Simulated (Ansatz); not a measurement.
# BH₅NPS₂: a ladder of functionals and wavefunction methods

The task here is to estimate one member of a computed series from the others.

Computed with Ansatz 0.2.0, Gaussian basis. Level: functionals in def2-TZVPP, the program's frozen cores in correlated methods.

The runs, in order: LDA (SPW92), PBE-D4, revPBE-D4, BLYP-D4, r2SCAN-D4, B97M-V, PBE0-D4, B3LYP-D4, r2SCANh-D4, r2SCAN0-D4, HSE06-D4, BHLYP-D4, CAM-B3LYP-D4, LC-ωPBE, ωB97X-V, ωB97M-V, B2PLYP, PBE-QIDH; CCSD(T)/def2-SVP; CCSD(T)/def2-TZVPP; MP2/def2-QZVPP; extrapolation to the limit; RPA on PBE.

## The geometry

All runs share one geometry, relaxed beforehand with PBE0-D4 in a triple-zeta def2 set.

10 atoms, charge 0, spin multiplicity 1.

Atoms are counted from 1 here; the program's logs count them from 0.

Bond lengths: B1–P2 1.906 Å, B1–S4 1.981 Å, B1–H6 1.200 Å, B1–H7 1.200 Å, P2–N3 1.654 Å, P2–S4 2.380 Å, N3–H8 1.008 Å, N3–H9 1.007 Å, S4–S5 2.051 Å, S5–H10 1.345 Å. Angles: P2–B1–S4 75.5°, P2–B1–H6 120.2°, P2–B1–H7 114.0°, S4–B1–H6 112.4°, S4–B1–H7 104.6°, H6–B1–H7 119.7°, B1–P2–N3 104.1°, B1–P2–S4 53.7°, N3–P2–S4 105.0°, P2–N3–H8 122.2°, P2–N3–H9 120.3°, H8–N3–H9 114.5°, B1–S4–P2 50.8°, B1–S4–S5 106.1°, P2–S4–S5 101.8°, S4–S5–H10 96.5°.

The first run:

Contents of in.yaml:

```yaml
crystal:
  periodic: [false, false, false]
  atoms:
    - {symbol: B, position_ang: [-1.306093, -0.015459, -0.507407]}
    - {symbol: P, position_ang: [-0.373477, -1.498543, 0.242817]}
    - {symbol: N, position_ang: [0.512649, -0.837575, 1.472525]}
    - {symbol: S, position_ang: [0.255847, -0.273981, -1.698962]}
    - {symbol: S, position_ang: [1.735369, 0.942547, -0.966696]}
    - {symbol: H, position_ang: [-1.289054, 1.050083, 0.044188]}
    - {symbol: H, position_ang: [-2.251859, -0.322251, -1.178462]}
    - {symbol: H, position_ang: [0.463345, 0.142110, 1.704503]}
    - {symbol: H, position_ang: [1.336427, -1.306267, 1.813460]}
    - {symbol: H, position_ang: [0.999948, 2.068036, -0.923065]}
basis:
  gaussian: {orbitals: def2-TZVPP}
hamiltonian: {xc: lda}
output: {orbitals: {seedname: orbitals}}
```

The run is started by

```
$ ansatz run in.yaml --threads 4 --pin off --events-out ev --progress --plain --max-ram 10444MiB
```

Among the steps run: LDA; PBE-D4 (GGA); revPBE-D4 (GGA); BLYP-D4 (GGA); r2SCAN-D4 (meta-GGA); B97M-V (meta-GGA); PBE0-D4 (hybrid); B3LYP-D4 (hybrid); r2SCANh-D4 (hybrid); r2SCAN0-D4 (hybrid); HSE06-D4 (hybrid); BHLYP-D4 (hybrid); CAM-B3LYP-D4 (range-separated); LC-ωPBE (range-separated); ωB97X-V (range-separated); ωB97M-V (range-separated); B2PLYP (double hybrid); PBE-QIDH (double hybrid).

One of the session's tables, all rows but one given; the rest of the session is left out.

It belongs to the step «Orbital energies across the functionals». 

```
  functional  HOMO (eV)  gap (eV)
 LDA (SPW92)      -5.88      3.40
      PBE-D4      -5.75      3.48
   revPBE-D4      -5.69      3.52
     BLYP-D4          ?         ?
   r2SCAN-D4      -5.96      3.87
      B97M-V      -6.03      4.03
     PBE0-D4      -6.85      5.55
    B3LYP-D4      -6.62      5.12
  r2SCANh-D4      -6.37      4.64
  r2SCAN0-D4      -6.98      5.77
    HSE06-D4      -6.45      4.77
    BHLYP-D4      -7.80      7.51
CAM-B3LYP-D4      -8.08      7.89
     LC-ωPBE      -9.39     10.30
     ωB97X-V      -9.06      9.89
     ωB97M-V      -8.88      9.59
```

Estimate the missing values for BLYP-D4.

Worked estimate for «HOMO (eV)». Against the share of exact exchange, B3LYP-D4 (0.2, -6.62), BHLYP-D4 (0.5, -7.80) give a slope of -3.93 per unit share; at 0 the line stands at -5.83.

**Answer.** HOMO (eV): -5.58; gap (eV): 3.47. In «HOMO (eV)» the line misses by -0.25.
